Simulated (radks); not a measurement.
**Ga⁺ in [Ar] 3d10 4f2: an all-electron calculation**

An exercise on one series of results from a longer session: the logs are not shown, and one member is left open.

Method: Dirac Kohn-Sham, PBEsol, spin-unpolarised, spherical densities, point nucleus; open shells fill j = l - 1/2 first. Code: radks (a radial shooting solver on a logarithmic mesh, Libxc functionals) version 1.

### The atom as given

| Property | Result |
| --- | --- |
| element | gallium (Z = 31) |
| charge | +1 |
| electrons | 30 |
| configuration | [Ar] 3d10 4f2 |

The first run:

Input:

```text
Z 31
configuration [Ar] 3d10 4f2 4s0 4p0 4d0 5f0
relativity Dirac
functional pbe_sol,pbe_sol
spin unpolarised
j_filling energy
nucleus point
c 137.035999084
```

One table of the session follows, with a row left open; its other results are not shown here.

It belongs to the step «Orbitals and density». Radial moments (bohr):

```
level      <r>  outermost maximum (interpolated)  90 % within  nodes
1s1/2  0.04863                            0.0318       0.0869      0
2s1/2   0.2177                             0.183        0.337      1
2p1/2   0.1884                             0.144        0.309      0
2p3/2        ?                                 ?            ?      ?
3s1/2   0.6524                             0.565        0.978      2
3p1/2   0.6719                             0.562         1.04      1
3p3/2   0.6826                             0.570         1.05      1
3d3/2   0.7840                             0.531         1.34      0
3d5/2   0.7892                             0.534         1.35      0
4s1/2    1.982                              1.72         2.93      3
4p1/2    2.355                              1.99         3.53      2
4p3/2    2.385                              2.02         3.58      2
4d3/2    3.915                              3.36         5.92      1
4d5/2    3.926                              3.37         5.94      1
4f5/2    6.767                              6.04         9.85      0
4f7/2    6.767                              6.04         9.85      0
```

Q: Estimate the row for 2p3/2 from the others.

**Answer.** <r>: 0.1919; outermost maximum (interpolated): 0.147; 90 % within: 0.313; nodes: 0. In the column «<r>» it lies between 2p1/2 (0.1884) and 2s1/2 (0.2177).
